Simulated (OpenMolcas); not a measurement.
# W²⁺ among point charges: CASSCF and CASPT2 levels and susceptibility, part 1 of 2

How does a field of 6 point charges split the states of W²⁺, and what χT follows?

Program: OpenMolcas 26.06. Level of theory: state-averaged CASSCF and CASPT2, spin-orbit coupling by RASSI with atomic mean-field integrals. These are calculated values, not measurements, unless marked.

### 1 The atom as given

```
Species                           : W²⁺ (tungsten, Z = 74, 72 electrons)
Basis                             : ANO-RCC-VTZP [8s7p5d3f2g1h], 104 functions
Scalar Hamiltonian                : DKH2, point nucleus
Inactive shells                   : 1s 2s 2p 3s 3p 3d 4s 4p 4d 4f 5s 5p
Active space                      : 4 electrons in 5 orbitals (5d)
Some configurations of this space : 5d⁴
Orbitals                          : optimised for each spin and parity, averaged over all roots
```

The outer shells:

5d4
```
5d [↑ ][↑ ][↑ ][↑ ][  ]
```

The ion sits among 6 point charges of -0.85 e arranged as an octahedron (Oh), 1.93 Å from the ion.

The work runs as a chain of OpenMolcas steps in one folder; each step below is one input file. Labels, J, g values, rates, χT and fits are worked out afterwards by a script from the matrices that RASSI stores. The input lists half of the charges; inversion (Group=XYZ) makes the rest.

### 2 One- and two-electron integrals

Contents of a.inp:

```
&GATEWAY
Coord
1

W 0.0 0.0 0.0
Basis=ANO-RCC-VTZP
Group=XYZ
NoMove
AngMom=0.0 0.0 0.0
AMFI
XField
3 Angstrom 0
1.930000 0.000000 0.000000 -0.850000
0.000000 1.930000 0.000000 -0.850000
0.000000 0.000000 1.930000 -0.850000
&SEWARD
```

The run is started by

```sh
> OMP_NUM_THREADS=1 MOLCAS_MEM=1689 MOLCAS_PROJECT=a pymolcas a.inp > a.log
```

What it wrote:

```text
Basis set label: W.ANO-RCC...8S7P5D3F2G1H.

      Electronic valence basis set:
      ------------------
      Associated Effective Charge  74.000000 au
      Associated Actual Charge     74.000000 au
      Nuclear Model: Point charge

      Shell  nPrim  nBasis  Cartesian Spherical Contaminant
         s      24       8        X
         p      21       7        X
         d      15       5                 X
         f      11       3                 X
         g       4       2                 X
         h       2       1                 X
                  Relativistic Douglas-Kroll-Hess integrals:
                    - DKH order of Hamiltonian: 2
                    - DKH order of Properties : 0
                  Atomic mean-field integrals
```

### 3 CASSCF: quintets of even parity, 5 roots

Contents of a.inp:

```
&RASSCF
FileOrb=start.orb
Symmetry=1
Spin=5
nActEl=4 0 0
Inactive=15 19
Ras2=5 0
CIRoot=5 5 1
SDav=5
CIMx=300
Iter=120 100
PrWF=0.3
OrbListing=Nothing
MaxOrb=0
>>> COPY $Project.JobIph JOB001
```

start.orb holds the contracted functions of the basis, ordered by shell, or the orbitals of the step before.

What it wrote, cut to the lines that bear on the results:

```text
[...]
      Number of active orbitals                  5
[...]
      Spin quantum number                      2.0
[...]
      Active orbitals                            5   0
[...]
      Number of CSFs                             5
      Number of root(s) required                 5
[...]
      Convergence after 13 iterations
[...]
      Natural orbitals and occupation numbers for root  1
      sym 1:   1.000000   1.000000   0.000000   1.000000   1.000000
      Natural orbitals and occupation numbers for root  2
      sym 1:   1.000000   1.000000   1.000000   1.000000   0.000000
      Natural orbitals and occupation numbers for root  3
      sym 1:   1.000000   0.000000   1.000000   1.000000   1.000000
::    RASSCF root number  1 Total energy: -16129.45042171
::    RASSCF root number  2 Total energy: -16129.45042171
::    RASSCF root number  3 Total energy: -16129.39923459
::    RASSCF root number  4 Total energy: -16129.39923459
::    RASSCF root number  5 Total energy: -16129.39923459
```

### 4 CASSCF: triplets of even parity, 45 roots

Contents of a.inp:

```
&RASSCF
FileOrb=start.orb
Symmetry=1
Spin=3
nActEl=4 0 0
Inactive=15 19
Ras2=5 0
CIRoot=45 45 1
SDav=45
CIMx=300
Iter=120 100
PrWF=0.3
OrbListing=Nothing
MaxOrb=0
>>> COPY $Project.JobIph JOB002
```

What it wrote, cut to the lines that bear on the results:

```text
[...]
      Number of active orbitals                  5
[...]
      Spin quantum number                      1.0
[...]
      Active orbitals                            5   0
[...]
      Number of CSFs                            45
      Number of root(s) required                45
[...]
      Convergence after  8 iterations
[...]
      Natural orbitals and occupation numbers for root  1
      sym 1:   0.996182   1.940417   0.016823   1.003465   0.043113
      Natural orbitals and occupation numbers for root  2
      sym 1:   1.941736   0.996753   0.041802   1.002796   0.016913
      Natural orbitals and occupation numbers for root  3
      sym 1:   0.998451   1.001403   0.017337   1.938065   0.044744
::    RASSCF root number  1 Total energy: -16129.42949116
::    RASSCF root number  2 Total energy: -16129.42949116
::    RASSCF root number  3 Total energy: -16129.42949116
[...]
::    RASSCF root number 27 Total energy: -16129.32219770
::    RASSCF root number 28 Total energy: -16129.31839099
::    RASSCF root number 29 Total energy: -16129.31839099
::    RASSCF root number 30 Total energy: -16129.30887455
```

### 5 CASSCF: singlets of even parity, 50 roots

Contents of a.inp:

```
&RASSCF
FileOrb=start.orb
Symmetry=1
Spin=1
nActEl=4 0 0
Inactive=15 19
Ras2=5 0
CIRoot=50 50 1
SDav=50
CIMx=300
Iter=120 100
PrWF=0.3
OrbListing=Nothing
MaxOrb=0
>>> COPY $Project.JobIph JOB003
```

What it wrote, cut to the lines that bear on the results:

```text
[...]
      Number of active orbitals                  5
[...]
      Spin quantum number                      0.0
[...]
      Active orbitals                            5   0
[...]
      Number of CSFs                            50
      Number of root(s) required                50
[...]
      Convergence after  8 iterations
[...]
      Natural orbitals and occupation numbers for root  1
      sym 1:   1.914388   0.015329   1.030734   0.967886   0.071661
      Natural orbitals and occupation numbers for root  2
      sym 1:   0.968819   0.015323   1.029750   1.914441   0.071668
      Natural orbitals and occupation numbers for root  3
      sym 1:   0.998759   0.084513   1.885748   0.998675   0.032306
::    RASSCF root number  1 Total energy: -16129.39674347
::    RASSCF root number  2 Total energy: -16129.39674347
::    RASSCF root number  3 Total energy: -16129.39674347
[...]
::    RASSCF root number 27 Total energy: -16129.29400668
::    RASSCF root number 28 Total energy: -16129.28842915
::    RASSCF root number 29 Total energy: -16129.26733693
::    RASSCF root number 30 Total energy: -16129.26733693
```

### 6 State interaction with spin-orbit coupling

Contents of a.inp:

```
&RASSI
NrOfJobIphs=3 5 45 50
1 2 3 4 5
1 2 3 4 5 6 7 8 9 10 11 12 13 14 15 16 17 18 19 20 21 22 23 24 25 26 27
28 29 30 31 32 33 34 35 36 37 38 39 40 41 42 43 44 45
1 2 3 4 5 6 7 8 9 10 11 12 13 14 15 16 17 18 19 20 21 22 23 24 25 26 27
28 29 30 31 32 33 34 35 36 37 38 39 40 41 42 43 44 45 46 47 48 49 50
IphNames
JOB001
JOB002
JOB003
EJob
SpinOrbit
DIPRint=1.0
SOCoupling=1000.0
Subsets=2
Property=9
'ANGMOM' 1 'ANGMOM' 2 'ANGMOM' 3 'MLTPL  1' 1 'MLTPL  1' 2 'MLTPL  1' 3
'AMFI' 1 'AMFI' 2 'AMFI' 3
SOProperty=3
'ANGMOM' 1 'ANGMOM' 2 'ANGMOM' 3
```

What it wrote, cut to the lines that bear on the results:

```text
SPIN-FREE ENERGIES:
  (Shifted by EMIN (a.u.) =     -16129.4504217069)
 SF State       Relative EMIN(au)   Rel lowest level(eV)    D:o, cm**(-1)      L_eff
     1             0.0000000000        0.0000000000              0.0000         2.0
     2             0.0000000000        0.0000000000              0.0000         2.0
     6             0.0209305430        0.5695490902           4593.7232         3.9
     7             0.0209305430        0.5695490902           4593.7232         3.9
     8             0.0209305430        0.5695490902           4593.7232         3.9
     3             0.0511871160        1.3928723851          11234.2734         2.0
     4             0.0511871160        1.3928723851          11234.2734         2.0
     5             0.0511871160        1.3928723851          11234.2734         2.0
    51             0.0536782325        1.4606591189          11781.0103         4.7
    52             0.0536782325        1.4606591189          11781.0103         4.7
[...]
Eigenvalues of complex Hamiltonian:
   -----------------------------------
  (Shifted by EMIN (a.u.) =     -16129.4504217069)
 SO State       Relative EMIN(au)   Rel lowest level(eV)    D:o, cm**(-1)     J-value
     1            -0.0213280493        0.0000000000              0.0000         1.9
     2            -0.0131197621        0.2233588739           1801.5108         2.0
     3            -0.0131197621        0.2233588738           1801.5108         2.2
     4            -0.0131197621        0.2233588743           1801.5108         2.0
     5            -0.0075325114        0.3753957125           3027.7706         2.1
     6            -0.0075325114        0.3753957123           3027.7706         2.2
     7            -0.0053526127        0.4347137780           3506.2031         2.3
     8            -0.0053526127        0.4347137781           3506.2031         2.3
     9            -0.0053526127        0.4347137776           3506.2031         2.3
    10            -0.0026834816        0.5073445352           4092.0096         2.4
    11             0.0146490012        0.9789854183           7896.0499         2.7
[...]
```

These steps: 31 s of run time, 1 thread of Arm Neoverse V1, shared host.

Spin-free states, with their symmetry labels:

```csv
state,degeneracy,E (cm-1),free-ion L (%)
5E,2,0,D (100)
3T1,3,4594,H (42)
5T2,3,11234,D (100)
1T2,3,11781,G (52)
1E,2,12586,I (64)
3E,2,14153,H (89)
3T1,3,14227,H (45)
3T2,3,14872,F (55)
3A1,1,16392,G (100)
3A2,1,16644,F (100)
1A1,1,17430,G (41)
3E,2,19542,G (54)
1T2,3,21017,I (61)
1A2,1,21026,I (93)
1T1,3,22575,G (45)
3T1,3,22893,H (42)
3T2,3,24779,G (31)
1E,2,24859,D (53)
3T1,3,26637,F (42)
3T2,3,28142,H (34)
3E,2,28977,D (53)
3T2,3,31066,G (49)
1T2,3,32121,I (87)
1A1,1,32859,S (39)
```

With spin-orbit coupling:

```csv
E (cm-1),Degeneracy,Label,2S+1
0.0,1,A1,5
1802,3,T1,5
3028,2,E,5
3506,3,T2,5
4092,1,A2,5
7896,1,A1,3
8492,3,T2,3
8811,3,T1,3
9172,2,E,3
12756,1,A1,5
13226,3,T1,5
13262,2,E,3
13276,3,T2,3
13881,3,T2,5
14110,3,T1,5
16296,3,T2,5
16759,2,E,1
17561,3,T1,3
18398,3,T2,3
18482,3,T1,3
18538,1,A1,3
19623,3,T2,3
19810,2,E,3
20032,3,T1,3
```

The table of states holds 24 of 43 computed; the rest, higher up, is left out.

Powder χT (cm³ K/mol): 0.00 at 2 K, 0.01 at 5 K, 0.01 at 10 K, 0.02 at 20 K, 0.06 at 50 K, 0.12 at 100 K, 0.18 at 150 K, 0.24 at 200 K, 0.30 at 250 K, 0.36 at 300 K.

Orbitals of the lowest block (energies include the constant potential of the surroundings):

```csv
shell,space,energy (hartree),mean occupation,⟨r²⟩ (bohr²)
1s,inactive,-2562.8380,2.000,0.000431
2s,inactive,-447.1801,2.000,0.00704
2p,inactive,-392.5197,6.000,0.00582
3s,inactive,-104.6844,2.000,0.0460
3p,inactive,-88.0954,6.000,0.0466
3d,inactive,-68.2219,10.000,0.0390
4s,inactive,-22.1676,2.000,0.229
4p,inactive,-16.5968,6.000,0.259
4d,inactive,-9.2473,10.000,0.303
4f,inactive,-1.0654,14.000,0.445
5s,inactive,-2.6613,2.000,1.33
5p,inactive,-1.1679,6.000,1.78
5d,RAS2,,4.000,4.47
```

(Continued in part 2 of 2.)
